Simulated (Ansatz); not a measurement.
# Lu2MgH6: how the settings move a calculation

How sensitive is a calculation of Lu2MgH6 to its settings? A reference run comes first, then one run with altered input.

Method: reference: DFT PBEsol, scalar-relativistic, plane waves, PAW, in Ansatz 0.2.0.

2 further runs of the same task are left out: 2 set aside as unsound or not needed. Runs told in other sessions of the task aren't counted.

### Step 1. The system as given

It takes space group P-3m1 (No. 164, trigonal). Conventional cell: a = 5.194 Å, b = 5.194 Å, c = 3.918 Å, α = 90.00°, β = 90.00°, γ = 120.00°. Lu (site symmetry 3m) has 12 H at 2.38 to 2.60 Å in its first shell of neighbours. Around Mg (site symmetry -3m) lie 6 H at 1.90 Å. Around H (site symmetry m) lie 1 Mg at 1.90 Å and 4 Lu at 2.38 to 2.60 Å.

Coordinates:

```xyz
9
Lattice="5.1936 0.0000 0.0000 -2.5968 4.4978 0.0000 0.0000 0.0000 3.9185" Properties=species:S:1:pos:R:3 pbc="T T T"
Lu    0.0000    2.9985    1.0173
Lu    2.5968    1.4993    2.9011
Mg    0.0000    0.0000    0.0000
H     3.7649    0.8248    0.9437
H     2.5968    2.8481    0.9437
H     1.4287    0.8248    0.9437
H    -1.1681    3.6729    2.9748
H     1.1681    3.6729    2.9748
H     0.0000    1.6497    2.9748
```

### Step 2. The reference run

Input file input.yaml:

```yaml
crystal:
  lattice:
    - [5.1935720532, 2.7e-09, 0.0]
    - [-2.596786029, 4.4977653331, 0.0]
    - [0.0, 0.0, 3.918477137]
  atoms:
    - { symbol: Lu, position: [0.3333333333, 0.6666666667, 0.259625082] }
    - { symbol: Lu, position: [0.6666666667, 0.3333333333, 0.740374918] }
    - { symbol: Mg, position: [0.0, 0.0, 0.0] }
    - { symbol: H, position: [0.8166122312, 0.1833877688, 0.2408390161] }
    - { symbol: H, position: [0.8166122312, 0.6332244624, 0.2408390161] }
    - { symbol: H, position: [0.3667755376, 0.1833877688, 0.2408390161] }
    - { symbol: H, position: [0.1833877688, 0.8166122312, 0.7591609839] }
    - { symbol: H, position: [0.6332244624, 0.8166122312, 0.7591609839] }
    - { symbol: H, position: [0.1833877688, 0.3667755376, 0.7591609839] }
basis:
  ecutwfc: 420
kpoints:
  mp_grid: { grid: [9, 9, 8] }
hamiltonian:
  xc: pbesol
scf:
  occupations: { method: gaussian, width: 0.05 }
output:
  forces: true
  stress: true
  eigenvalues: true
  write_density: true
  write_potential: true
  elf: true
  volumetric_format: npy
relax:
  adjacent_minimum: "off"
  f_tol: 0.01
  max_steps: 50
  cell: { stress_tol: 0.1 }
```

The run is started by

```console
> ansatz run input.yaml --threads 8 --pin off --max-ram 14336MiB --backend cpu --events-out ev --progress --plain --runs-dir out
```

### Step 3. Changing settings: chi_scale 0.3

Input file input.yaml:

```yaml
crystal:
  lattice:
    - [5.2912897432, 2.8e-09, 0.0]
    - [-2.645644874, 4.582391335, 0.0]
    - [0.0, 0.0, 3.4349227492]
  atoms:
    - { symbol: Lu, position: [0.3333333333, 0.6666666667, 0.2536351116] }
    - { symbol: Lu, position: [0.6666666667, 0.3333333333, 0.7463648884] }
    - { symbol: Mg, position: [0.0, 0.0, 0.0] }
    - { symbol: H, position: [0.8081172801, 0.1918827199, 0.2478685332] }
    - { symbol: H, position: [0.8081172801, 0.6162345603, 0.2478685332] }
    - { symbol: H, position: [0.3837654397, 0.1918827199, 0.2478685332] }
    - { symbol: H, position: [0.1918827199, 0.8081172801, 0.7521314668] }
    - { symbol: H, position: [0.6162345603, 0.8081172801, 0.7521314668] }
    - { symbol: H, position: [0.1918827199, 0.3837654397, 0.7521314668] }
basis:
  ecutwfc: 420
kpoints:
  mp_grid: { grid: [9, 9, 8] }
hamiltonian:
  xc: pbesol
scf:
  occupations: { method: gaussian, width: 0.05 }
  initial_density: { chi_scale: 0.3 }
output:
  forces: true
  eigenvalues: true
  stress: true
```

Before running it: what results should come out? Wanted: for each run, ending; energy change; pressure; gap; force.

The runs gave:

```tsv
run	ending	energy change	pressure (GPa)	gap (eV)	force (eV/Å)	cycles	time
reference	converged	0	0.0	0.00	0.00	-	34 s
1: chi_scale 0.3	converged	0.0 meV/atom	0.0	0.00	0.00	10	3.5 s
```

Times don't compare one to one where runs were asked for different outputs or read a saved state (see the inputs); cycles may leave out searches for a lower state.

What this shows: Same state: the changed start leaves the energy within 0.5 meV/atom.
